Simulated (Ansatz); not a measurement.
**CH3NSTe: one species, many methods**

One table from this session's results is given with a row withheld; the runs are named, their logs left out.

Computed with Ansatz 0.2.0, Gaussian basis. Level: functionals in def2-TZVPP, the program's frozen cores in correlated methods.

Levels to be run: LDA (SPW92), PBE-D4, revPBE-D4, BLYP-D4, r2SCAN-D4, B97M-V, PBE0-D4, B3LYP-D4, r2SCANh-D4, r2SCAN0-D4, HSE06-D4, BHLYP-D4, CAM-B3LYP-D4, LC-ωPBE, ωB97X-V, ωB97M-V, B2PLYP, PBE-QIDH; CCSD(T)/def2-SVP; CCSD(T)/def2-TZVPP; MP2/def2-QZVPP; extrapolation to the limit; RPA on PBE.

## The relaxed structure

An earlier PBE0-D4 in a triple-zeta def2 set relaxation fixed the geometry. Te takes the def2 core potential; no spin-orbit term is included.

SMILES `N=C(S)[TeH]`, 7 atoms, charge 0, spin multiplicity 1.

Atoms are counted from 1 here; the program's logs count them from 0.

Bond lengths: N1–C2 1.257 Å, N1–H5 1.020 Å, C2–S3 1.769 Å, C2–Te4 2.123 Å, S3–H6 1.340 Å, Te4–H7 1.659 Å. Angles: C2–N1–H5 113.6°, N1–C2–S3 124.1°, N1–C2–Te4 115.2°, S3–C2–Te4 120.7°, C2–S3–H6 97.9°, C2–Te4–H7 94.9°.

Set-up of the first run:

in.yaml reads:

```yaml
crystal:
  periodic: [false, false, false]
  atoms:
    - {symbol: N, position_ang: [1.251293, -1.232800, 0.280707]}
    - {symbol: C, position_ang: [0.368074, -0.361855, 0.074152]}
    - {symbol: S, position_ang: [-0.058405, 0.909306, 1.227695]}
    - {symbol: Te, position_ang: [-0.632493, -0.512330, -1.792067]}
    - {symbol: H, position_ang: [1.748633, -1.109886, 1.162325]}
    - {symbol: H, position_ang: [-0.787593, 1.671503, 0.401322]}
    - {symbol: H, position_ang: [-1.828209, 0.568062, -1.399833]}
basis:
  gaussian: {orbitals: def2-TZVPP}
hamiltonian: {xc: lda}
output: {orbitals: {seedname: orbitals}}
```

Run with:

```bash
ansatz run in.yaml --threads 2 --pin off --events-out ev --progress --plain --max-ram 4352MiB
```

Steps of the session up to this table: LDA; PBE-D4 (GGA); revPBE-D4 (GGA); BLYP-D4 (GGA); r2SCAN-D4 (meta-GGA); B97M-V (meta-GGA); B3LYP-D4 (hybrid); r2SCANh-D4 (hybrid); r2SCAN0-D4 (hybrid); HSE06-D4 (hybrid); BHLYP-D4 (hybrid); CAM-B3LYP-D4 (range-separated); LC-ωPBE (range-separated); ωB97X-V (range-separated); ωB97M-V (range-separated); B2PLYP (double hybrid); PBE-QIDH (double hybrid).

One of the session's tables, all rows but one given; the rest of the session is left out.

It belongs to the step «Orbital energies across the functionals». 

```
  functional  HOMO (eV)  LUMO (eV)  gap (eV)
 LDA (SPW92)      -5.77      -2.54      3.23
      PBE-D4      -5.60      -2.33      3.28
   revPBE-D4      -5.55      -2.24      3.31
     BLYP-D4      -5.43      -2.21      3.23
   r2SCAN-D4      -5.86      -2.18      3.68
      B97M-V      -5.83      -2.15      3.68
     PBE0-D4      -6.64      -1.49      5.15
    B3LYP-D4      -6.42      -1.70      4.72
  r2SCANh-D4      -6.24      -1.87      4.37
  r2SCAN0-D4      -6.81      -1.41      5.40
    HSE06-D4      -6.25      -1.87      4.38
    BHLYP-D4          ?          ?         ?
CAM-B3LYP-D4      -7.86      -0.43      7.43
     LC-ωPBE      -9.17       0.71      9.87
     ωB97X-V      -8.84       0.58      9.42
     ωB97M-V      -8.72       0.43      9.16
```

Estimate the missing values for BHLYP-D4.

Worked estimate for «HOMO (eV)». Against the share of exact exchange, BLYP-D4 (0, -5.43), B3LYP-D4 (0.2, -6.42) give a slope of -4.95 per unit share; at 0.5 the line stands at -7.90.

**Answer.** HOMO (eV): -7.52; LUMO (eV): -0.58; gap (eV): 6.94. In «HOMO (eV)» the line misses by -0.38.
